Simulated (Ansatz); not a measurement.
# NaLaMnMoO6 (Cm) in Ansatz: a series of runs, part 2 of 2

Ansatz 0.2.0. The steps go on from the part before.

## (3) Relaxation of cell and atoms, r2SCAN, collinear spin, ferromagnetic start

input.yaml reads:

```yaml
crystal:
  lattice:
    - [4.97775, -2.88146, 0.02055]
    - [4.97775, 2.88146, 0.02055]
    - [-3.06086, 0.0, 4.59785]
  atoms:
    - { symbol: Na, position: [0.99482, 0.99482, 0.49994] }
    - { symbol: La, position: [0.75307, 0.75307, 0.78825] }
    - { symbol: Mn, position: [0.25016, 0.25016, 0.19811], spin: 4.0 }
    - { symbol: Mo, position: [0.49867, 0.49867, 0.99722], spin: 1.0 }
    - { symbol: O, position: [0.30338, 0.30338, 0.61396] }
    - { symbol: O, position: [0.32902, 0.8285, 0.87649] }
    - { symbol: O, position: [0.19558, 0.6363, 0.15354] }
    - { symbol: O, position: [0.6363, 0.19558, 0.15354] }
    - { symbol: O, position: [0.8285, 0.32902, 0.87649] }
    - { symbol: O, position: [0.7105, 0.7105, 0.34246] }
hamiltonian:
  xc: r2scan
  pseudopotentials: { kind: paw }
magnetization:
  spin_polarized: true
kpoints:
  mp_grid: { grid: [4, 4, 4] }
scf:
  occupations: { method: fermi_dirac, width: 0.05 }
output:
  forces: true
  stress: true
  eigenvalues: true
relax:
  f_tol: 0.01
  max_steps: 40
  cell: { stress_tol: 0.05 }
```

Potentials or basis: Ansatz PAW.

Started as:

```sh
$ ansatz run input.yaml --threads 8 --pin off --max-ram 20480MiB --backend cpu --events-out ev --progress --plain --runs-dir out
```

Standard output:

```text
Warning: RAYON_NUM_THREADS=8 ignored (pool sized by the plan → 8); use --threads N
Engine: ansatz 0.2.0, aarch64-unknown-linux-gnu
Pseudopotentials: kind: paw
Pseudopotential: Na, paw, valence charge 9, recommended cutoff 500 eV (meta_gga), Na.paw.azcp
Pseudopotential: La, paw, valence charge 11, recommended cutoff 500 eV (meta_gga), La.paw.azcp
Pseudopotential: Mn, paw, valence charge 15, recommended cutoff 500 eV (meta_gga), Mn.paw.azcp
Pseudopotential: Mo, paw, valence charge 14, recommended cutoff 500 eV (meta_gga), Mo.paw.azcp
Pseudopotential: O, paw, valence charge 6, recommended cutoff 500 eV (meta_gga), O.paw.azcp
Functional definition: r2SCAN
  parameter k0 = 0.174
  parameter k1 = 0.065
  parameter a1 = 4.9479
[... 288 lines left out ...]
--- Relaxed structure (11 steps of the walk, 10 accepted, 1 SCFs on fresh bases) ---
  F+E_penalty+E_count = -20045.31144411 eV   max|allowed force component| = 7.187e-3 eV/Å   (the final SCF, on the basis selected at the relaxed cell)
  cell:  # Å, volume = 126.3420 Å³
    - [4.846639926035215, -2.856605281748548, -0.04157217223250892]
    - [4.846639926035215, 2.856605281748548, -0.041572172232508905]
    - [-3.03758302071287, 3.2907611739862294e-18, 4.588807068131349]
  atoms:
    - { symbol: Na, position: [1.0045382152163045, 1.0045382152163045, 0.5014420601636963] }
    - { symbol: La, position: [0.7575166524774615, 0.7575166524774615, 0.7816528396422667] }
    - { symbol: Mn, position: [0.25009590572568696, 0.25009590572568696, 0.20559768224968633] }
    - { symbol: Mo, position: [0.4991596884039353, 0.4991596884039353, 0.9975115101672191] }
    - { symbol: O, position: [0.2903439952213217, 0.2903439952213217, 0.6169673923422175] }
    - { symbol: O, position: [0.31833126344580664, 0.823035613251228, 0.8686408365541581] }
    - { symbol: O, position: [0.1994696851433068, 0.6383852698025758, 0.1614519141370962] }
    - { symbol: O, position: [0.6383852698025758, 0.1994696851433068, 0.1614519141370962] }
    - { symbol: O, position: [0.823035613251228, 0.31833126344580664, 0.8686408365541581] }
    - { symbol: O, position: [0.719123711312373, 0.719123711312373, 0.33664301405240604] }
```

Run time: 2.4 min. Hardware: 8 threads of Arm Neoverse V2, shared host; peak memory 1.3 GiB.

What came out:

- Free energy: -20045.3114 eV
- Relaxed volume: 12.63 Å³/atom
- Relaxed cell: a = 5.626 Å, b = 5.626 Å, c = 5.503 Å, α = 118.79°, β = 118.79°, γ = 61.03°
- Space group after relaxing (to 0.05 Å): Cm (No. 8)
- Energy gained by relaxing: 7.8 meV/atom
- Ionic steps: 11
- Pressure after relaxing: 0.0 GPa
- Largest force after relaxing: 0.007 eV/Å
- Band gap on the k mesh: 1.51 eV, indirect (least direct gap 1.55 eV)
- Net moment: 5.00 μB per cell
- Absolute moment: 5.02 μB per cell
- Site moments: Na +0.00; La +0.00; Mn +4.06; Mo +0.07; O +0.02, +0.04 μB

Forces in eV/Å, atoms in the order of the input:
```
Na   0.000  0.000  0.001
La   0.002  0.000  0.000
Mn  -0.001  0.000  0.000
Mo  -0.007  0.000 -0.001
O   -0.002  0.000 -0.005
O    0.004  0.004  0.000
O   -0.003  0.004  0.002
O   -0.003 -0.004  0.002
O    0.004 -0.004  0.000
O    0.006  0.000  0.000
```

Step by step:
| step | energy change (eV) | largest force (eV/Å) | volume (Å³) |
| --- | --- | --- | --- |
| 1 | 0.0000 | 0.4443 | 132.26 |
| 2 | -0.0528 | 0.1848 | 128.63 |
| 3 | -0.0686 | 0.2036 | 126.90 |
| 4 | -0.0765 | 0.1956 | 126.21 |
| 5 | -0.0789 | 0.1496 | 126.34 |
| 6 | -0.0800 | 0.1012 | 126.23 |
| 7 | -0.0808 | 0.1116 | 126.48 |
| 8 | -0.0814 | 0.0277 | 126.42 |
| 9 | -0.0816 | 0.0083 | 126.36 |
| 10 | -0.0816 | 0.0071 | 126.34 |
| 11 | -0.0781 | 0.0072 | 126.34 |

Final structure:
```
Na La Mn Mo O
1.0
     4.84664   -2.85661   -0.04157
     4.84664    2.85661   -0.04157
    -3.03758    0.00000    4.58881
Na La Mn Mo O
1 1 1 1 6
Cartesian
  8.2141 0.0000 2.2175
  4.9685 0.0000 3.5239
  1.7997 0.0000 0.9227
  1.8085 0.0000 4.5359
  0.9403 0.0000 2.8070
  2.8932 1.4417 3.9386
  3.5704 1.2538 0.7060
  3.5704 -1.2538 0.7060
  2.8932 -1.4417 3.9386
  5.9481 0.0000 1.4850
```

Caveat: the magnetic or orbital state may not be the lowest; the plane-wave basis is chosen anew once the cell has moved, so the energies of steps on either side of that aren't comparable; spin-orbit coupling is left out, which moves the levels of the heavy elements; a cell with one magnetic atom can't hold antiferromagnetic order, which such compounds often take; the PAW data sets come from PBE, with cores solved anew for the run's functional, which leaves a small shift of forces and pressure. r2SCAN opens gaps a little over a GGA but as a rule still falls short of measured ones.
